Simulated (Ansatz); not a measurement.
# OsO: the cost of one run

Program: Ansatz 0.2.0. Level of theory: DFT PBE, scalar-relativistic, plane waves, PAW. These are calculated values, not measurements.

1 further run of the same task is left out (set aside as unsound or not needed).

## Step 1: Starting point

Symmetry: F-43m, No. 216, cubic system. The conventional cell has a = 4.534 Å, b = 4.534 Å, c = 4.534 Å, α = 90.00°, β = 90.00°, γ = 90.00°. Around Os (site symmetry -43m) lie 4 O at 1.96 Å. O (site symmetry -43m) has 4 Os at 1.96 Å as nearest neighbours.

As a file:

```cif
data_structure
_symmetry_space_group_name_H-M 'P 1'
_symmetry_Int_Tables_number 1
_cell_length_a 3.2059
_cell_length_b 3.2059
_cell_length_c 3.2059
_cell_angle_alpha 60.000
_cell_angle_beta 60.000
_cell_angle_gamma 60.000
_cell_volume 23.30
loop_
_atom_site_label
_atom_site_type_symbol
_atom_site_fract_x
_atom_site_fract_y
_atom_site_fract_z
_atom_site_occupancy
Os1 Os 0.00000 0.00000 0.00000 1
O1 O 0.75000 0.75000 0.75000 1
```

This is candidate A: zinc blende type (F-43m, No. 216).

(A quick probe on a coarse mesh, which set the mesh and smearing, is not shown.)

## Step 3: A loose first relaxation (candidate A)

Contents of input.yaml:

```yaml
crystal:
  lattice:
    - [0.0, 2.2669384653, 2.2669384653]
    - [2.2669384653, 0.0, 2.2669384653]
    - [2.2669384653, 2.2669384653, 0.0]
  atoms:
    - { symbol: Os, position: [0.0, 0.0, 0.0] }
    - { symbol: O, position: [0.75, 0.75, 0.75] }
basis:
  ecutwfc: 420
kpoints:
  mp_grid: { grid: [6, 6, 6] }
hamiltonian:
  xc: pbe
scf:
  occupations: { method: gaussian, width: 0.1 }
  lower_state_search: "off"
output:
  forces: true
  stress: true
  eigenvalues: true
relax:
  adjacent_minimum: "off"
  f_tol: 0.04
  max_steps: 70
  cell: { stress_tol: 0.4 }
```

Started as:

```console
$ ansatz run input.yaml --threads 1 --pin off --max-ram 2560MiB --backend cpu --events-out ev --progress --plain --runs-dir out
```

What time and memory should one allow on 1 thread of Arm Neoverse V1, shared host?

About 5.3 s, with a peak of 0.28 GiB.
